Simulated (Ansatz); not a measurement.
# Mg3Mn, space group Pm-3m: a single point from an input typed as a dict

Computed with Ansatz 0.2.0, Python API.

Notebook, run cell by cell (the value of a cell's last expression is shown):

**Cell 1**
```python
import json
import warnings

import ansatz as az
import numpy as np
```

**Cell 2**
```python
warnings.simplefilter('ignore', az.DeckWarning)
```

**Cell 3**
```python
inputs = {
    'crystal': {
        'lattice': [[4.297571, 0.0, 0.0], [0.0, 4.297571, 0.0], [0.0, 0.0, 4.297571]],
        'atoms': [
            {'symbol': 'Mg', 'position': [0.5, 0.5, 0.0]},
            {'symbol': 'Mg', 'position': [0.5, 0.0, 0.5]},
            {'symbol': 'Mg', 'position': [0.0, 0.5, 0.5]},
            {'symbol': 'Mn', 'position': [0.0, 0.0, 0.0], 'spin': 4.0},
        ],
    },
    'magnetization': {'spin_polarized': True},
    'kpoints': {'mp_grid': {'grid': [6, 6, 6]}},
    'hamiltonian': {'xc': 'pbesol'},
    'scf': {'occupations': {'method': 'fermi_dirac', 'width': 0.1}},
    'basis': {'ecutwfc': 470},
    'output': {'forces': True, 'stress': True},
}
```

**Cell 4**
```python
res = az.Session.from_dict(inputs).plan(threads=1).execute()
summary = res.report
```

**Cell 5**
```python
res.unlabelled_reasons
```
Output:
```text
[]
```

**Cell 6**
```python
{key: value for key, value in summary.items() if isinstance(value, (int, float)) and 'ev' in key}
```
Output:
```text
{'n_hpsi_unsolved_levels': 756,
 'gap_by_band_count_ev': -3.6109302932269634,
 'fermi_energy_ev': 7.516469570535658,
 'harris_foulkes_ev': -9603.917376029734,
 'scf_correction_max_component_ev_ang': 1.8899792520920073e-31,
 'free_energy_ev': -9603.917376019937,
 'internal_energy_ev': -9603.824275053332,
 'lagrangian_ev': -9603.917376019937,
 'energy_sigma0_ev': -9603.870825536635,
 'lagrangian_sigma0_ev': -9603.870825536635,
 'lagrangian_above_aufbau_ev': -0.05054054385101648,
 'entropy_ts_ev': 0.09310096660579764}
```

**Cell 7**
```python
print('%-22s %14.5f eV' % ('F = E - TS', summary['free_energy_ev']))
print('%-22s %14.5f eV' % ('E', summary['internal_energy_ev']))
print('%-22s %14.5f eV' % ('Harris-Foulkes', summary['harris_foulkes_ev']))
print('%-22s %14.5f eV' % ('Fermi level', summary['fermi_energy_ev']))
```
Output:
```text
F = E - TS                -9603.91738 eV
E                         -9603.82428 eV
Harris-Foulkes            -9603.91738 eV
Fermi level                   7.51647 eV
```

**Cell 8**
```python
print('pressure by term (GPa)')
for term, tensor in summary['stress_terms_gpa'].items():
    if np.any(tensor):
        print(f'  {term:28s} {np.trace(np.array(tensor)) / 3:12.3f}')
print(f'  {"total":28s} {np.trace(np.array(summary["stress_gpa"])) / 3:12.3f}')
```
Output:
```text
pressure by term (GPa)
  kinetic                           708.955
  hartree                          1762.028
  ewald                           -2664.092
  local_pseudopotential            -310.534
  nonlocal_pseudopotential         -164.331
  augmentation                      788.422
  nlcc                               -5.756
  xc                               -116.246
  augmentation_tail                   0.000
  scf_correction                      0.002
  pulay_correction                    0.012
  total                              -1.540
```

**Cell 9**
```python
print(f'net moment {summary["magnetization_mub"]:.3f} muB, absolute {summary["absolute_magnetization_mub"]:.3f} muB')
for index, (site, m) in enumerate(zip(res.lattice.sites, summary['site_moments_mub'])):
    print(f'  {index:2d} {site.symbol:2s} {m:7.3f}')
```
Output:
```text
net moment 3.511 muB, absolute 4.176 muB
   0 Mg  -0.065
   1 Mg  -0.065
   2 Mg  -0.065
   3 Mn   3.714
```

**Cell 10**
```python
keep = ['free_energy_ev', 'energy_sigma0_ev', 'fermi_energy_ev', 'n_iterations', 'converged', 'magnetization_mub', 'n_kpoints']
with open('mg3mn.json', 'w') as handle:
    json.dump({key: summary[key] for key in keep}, handle, indent=1)
```

It writes `mg3mn.json`:
```json
{
 "free_energy_ev": -9603.917376019937,
 "energy_sigma0_ev": -9603.870825536635,
 "fermi_energy_ev": 7.516469570535658,
 "n_iterations": 11,
 "converged": true,
 "magnetization_mub": 3.511093845023648,
 "n_kpoints": 20
}
```

Caveats:
- Total energies depend on the potentials; only differences at equal settings carry meaning. A total without «per atom» is that of the cell as typed.
- The magnetic order follows from the starting moments and needn't be the lowest.
- For a metal this k-point mesh is coarse: on a finer one energies can move by several to tens of meV an atom and pressures by half a GPa or more, differences at one mesh by less.
- Only differences from the Fermi energy are physical; the zero of the scale is a convention.
- A gap by band count of zero or less means overlapping bands, a metal.
- Pressure is positive in compression.
- This cell is a computed structure, which may not be the phase found in nature.
- Gaps and levels are Kohn-Sham values on a finite set of k-points.
- Timing: 2.4 s on 1 thread of AMD EPYC 9R45 96-Core Processor (Zen 5), on a shared host, peak memory 0.49 GiB.

(Lines on the test bed's own set-up are left out of the output.)
